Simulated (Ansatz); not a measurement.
# Cl− with SbH₃: structure and interaction energy

An exercise on one series of results from a longer session: the logs are not shown, and one member is left open.

Computed with Ansatz 0.2.0, Gaussian basis. Level: PBE0-D4 structure, single points in def2-TZVPPD.

Levels: PBE-D4, revPBE-D4, BLYP-D4, r2SCAN-D4, B97M-V, PBE0-D4, B3LYP-D4, HSE06-D4, wB97X-V, wB97M-V, B2PLYP, Hartree-Fock, MP2, CCSD, CCSD(T). The reference is CCSD(T) extrapolated to the basis limit. For elements past Ar these valence bases correlate outer-core shells poorly, so that limit is rough.

Correlated methods freeze the cores. Filled d shells of the heavier atoms are correlated. Core potentials replace the inner electrons past krypton, and spin-orbit coupling is left out. B3LYP uses VWN-RPA correlation. B2PLYP carries no dispersion term here.

163 further runs of the same task are left out: 163 set aside as unsound or not needed.

### The starting structure

The pair, from a GFN2-xTB docking trial: 5 atoms, charge -1, spin multiplicity 1.

Atoms are counted from 1 here; the program's logs count them from 0.

Bond lengths: Cl1–Sb2 2.799 Å, Sb2–H3 1.849 Å, Sb2–H4 1.693 Å, Sb2–H5 1.695 Å. Angles: Cl1–Sb2–H3 164.2°, Cl1–Sb2–H4 84.0°, Cl1–Sb2–H5 83.9°, H3–Sb2–H4 85.0°, H3–Sb2–H5 84.9°, H4–Sb2–H5 90.5°.

As a file:

```
atom    x (Å)    y (Å)    z (Å)
 Cl1  -0.8796  -0.6781  -2.3370
 Sb2  -0.1627  -0.4960   0.3624
  H3   0.5015   0.0715   1.9923
  H4  -0.7843   1.0734   0.2383
  H5   1.3252   0.0292  -0.2560
```

Atoms 1 to 1 are fragment A (Cl−), the rest fragment B (SbH₃).

Set-up of the first run:

Input file pre/in.yaml:

```yaml
crystal:
  periodic: [false, false, false]
  atoms:
    - {symbol: Cl, position_ang: [-0.879600, -0.678100, -2.337000]}
    - {symbol: Sb, position_ang: [-0.162700, -0.496000, 0.362400]}
    - {symbol: H, position_ang: [0.501500, 0.071500, 1.992300]}
    - {symbol: H, position_ang: [-0.784300, 1.073400, 0.238300]}
    - {symbol: H, position_ang: [1.325200, 0.029200, -0.256000]}
basis:
  gaussian: {orbitals: def2-SVPD}
total_charge: -1
hamiltonian: {xc: pbe, dispersion: d4}
relax: {f_tol: 0.03, max_steps: 250}
```

The run is started by

```console
ansatz run in.yaml --threads 2 --pin off --events-out ev --progress --plain --max-ram 5222MiB
```

Steps of the session up to this table: A first relaxation in a small basis; Relaxation at PBE0-D4; wB97X-V/def2-TZVPPD; wB97M-V/def2-TZVPPD; B2PLYP/def2-TZVPPD; B97M-V/def2-TZVPPD; CCSD(T)/def2-TZVPPD; MP2/def2-QZVPPD; SPW92/def2-SVP; wB97M-V/def2-SVP; CCSD(T)/def2-SVP; Vibrations of the pair.

One table of the session follows, with a row left open; its other results are not shown here.

| method | interaction (meV) |
| --- | --- |
| PBE-D4 | -698 |
| revPBE-D4 | -694 |
| BLYP-D4 | -638 |
| r2SCAN-D4 | -663 |
| B97M-V | -694 |
| PBE0-D4 | -685 |
| B3LYP-D4 | -639 |
| HSE06-D4 | -686 |
| wB97X-V | -620 |
| wB97M-V | -625 |
| B2PLYP | -544 |
| Hartree-Fock | -404 |
| MP2 | -581 |
| CCSD | ? |
| CCSD(T) | -536 |
| CCSD(T)/CBS | -630 |

**Question.** Estimate the row for CCSD.

**Answer.** interaction (meV): -507. In the column «interaction (meV)» it lies between CCSD(T) (-536) and Hartree-Fock (-404).
